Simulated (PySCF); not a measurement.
# C3H8BNS: the cost of one run

Programs: PySCF 2.14.0, with density-fitted response routines of our own. Each step states its level of theory. These are calculated values for one molecule in the gas phase, unless marked as measured. Atoms count from 0, in the outputs and in this text.

### Step 1. The starting structure

14 atoms, charge 0, multiplicity 1; geometry from: GFN2-xTB. The atoms were then displaced at random by about 0.01 Å, so the start is not that level's minimum.

Bonds of the start (Å): C0–C1 1.35, C1–S2 1.76, S2–C3 1.81, C3–B4 1.63, B4–N5 1.38, C0–H6 1.07, C0–H7 1.06, C1–H8 1.06, C3–H9 1.07, C3–H10 1.07, B4–H11 1.16, N5–H12 0.99, N5–H13 1.02.

### Step 2. Relaxing the molecule at PBE0-D3(BJ)/def2-SVP

What the job is given:

```
{"job": {"xc": "PBE0", "basis": "def2-SVP", "d3": "d3bj", "grid": 1, "shake": 0.01, "kind": "geom"}, "charge": 0, "multiplicity": 1}
C      3.108770     0.072430     0.864060
C      2.003030     0.323160     0.127530
S      0.356370    -0.045670     0.643750
C     -0.534650     0.474130    -0.839250
B     -2.152050     0.450210    -0.666370
N     -2.722140     0.149820     0.552350
H      4.078970     0.347790     0.497370
H      3.040490    -0.339900     1.832770
H      2.058800     0.776550    -0.834170
H     -0.229340     1.475330    -1.075980
H     -0.269730    -0.194500    -1.637430
H     -2.821260     0.727860    -1.567090
H     -2.199200    -0.079710     1.358330
H     -3.725220     0.127430     0.736380
```

Started as:

```bash
> OMP_NUM_THREADS=1 python probes_run.py task.json out
```

This one command runs all jobs of the session in turn.

Q: Estimate the wall time and peak memory of this first job on 1 thread of Arm Neoverse V2, shared host.

About 94 s, with a peak of 0.54 GiB.
